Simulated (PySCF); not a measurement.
# C3H9BN2: electronic excitations and core binding energies

What electronic excitations and core binding energies should C3H9BN2 (`CC#[N+][BH2-]NC`) show?

Programs: PySCF 2.14.0, with density-fitted response routines of our own. Each step states its level of theory. These are calculated values for one molecule in the gas phase, unless marked as measured. Atoms count from 0, in the outputs and in this text.

### 1 The molecule as given

15 atoms, charge 0, multiplicity 1; geometry from: GFN2-xTB.

Bonds of the start (Å): C0–C1 1.43, C1–N2 1.15, N2–B3 1.57, B3–N4 1.49, N4–C5 1.43, C0–H6 1.09, C0–H7 1.09, C0–H8 1.09, B3–H9 1.19, B3–H10 1.18, N4–H11 1.01, C5–H12 1.09, C5–H13 1.11, C5–H14 1.09.

### 2 Excited states and response: wB97X-D/def2-SVPD

What the job is given:

```
{"job": {"kind": "uv", "xc": "wB97X-D", "basis": "def2-SVPD", "nstates": 8, "ntriplets": 3}, "charge": 0, "multiplicity": 1}
C      2.127934    -1.214393     0.593854
C      1.382253    -0.047572     0.217796
N      0.854653     0.930250    -0.096861
B     -0.472297     1.718608    -0.357473
N     -1.446575     0.651405    -0.700234
C     -1.718411    -0.405438     0.225546
H      1.976866    -2.004794    -0.141499
H      1.795874    -1.565693     1.570989
H      3.191081    -0.974390     0.644576
H     -0.679623     2.231126     0.696345
H     -0.251441     2.458243    -1.255317
H     -1.389832     0.302583    -1.647095
H     -1.968455     0.027623     1.194671
H     -0.849429    -1.083618     0.379257
H     -2.557010    -1.015950    -0.116263
```

With the program's defaults for keys left out, this is: TDDFT wB97X-D/def2-SVPD, vertical, gas phase, core orbitals frozen in the response.

Launch:

```sh
$ OMP_NUM_THREADS=1 python probes_run.py task.json out
```

One launch serves the whole session: the jobs run in the order shown.

**Question.** This job is followed by: delta-SCF UKS SCAN, pcX-2 on the ionised atom, pcseg-1 elsewhere, spin-free X2C. What will the session give for the following? lowest singlet (wB97X-D/def2-SVPD); brightest single state of those computed; lowest triplet; surface potential, 1st and 99th percentile; C1s binding energies, SCAN/pcX-2 (standing for 2 of 3 atoms); N1s binding energies, SCAN/pcX-2; B1s binding energies, SCAN/pcX-2.

**Answer**, as computed:

| quantity | value |
| --- | --- |
| lowest singlet (wB97X-D/def2-SVPD) | 4.66 eV (266 nm), f = 0.066 |
| brightest single state of those computed | state 6, 6.65 eV, f = 0.127 |
| lowest triplet | 3.98 eV |
| surface potential, 1st and 99th percentile | -2.07 V and 1.93 V |
| C1s binding energies, SCAN/pcX-2 (standing for 2 of 3 atoms) | C0 292.91, C5 290.91 eV |
| N1s binding energies, SCAN/pcX-2 | N2 406.06, N4 403.26 eV |
| B1s binding energies, SCAN/pcX-2 | B3 194.09 eV |

**Reading.** The first singlet state (HOMO→LUMO 0.74, HOMO→LUMO+1 0.18) lies at 4.66 eV and is bright; of the 8 states computed, the strongest absorption comes from state 6 at 6.65 eV. The lowest triplet lies 0.68 eV below the lowest singlet (triplets in Tamm-Dancoff, singlets in full TDDFT). C0 (methyl carbon α to a nitrile) binds its C1s electron 2.00 eV more tightly than C5 (methyl carbon bonded to N). Only 2 of the 3 C atoms are covered by sound results. N2 (donor nitrogen of a Lewis adduct) binds its N1s electron 2.80 eV more tightly than N4 (nitrogen bonded to C, B, H).
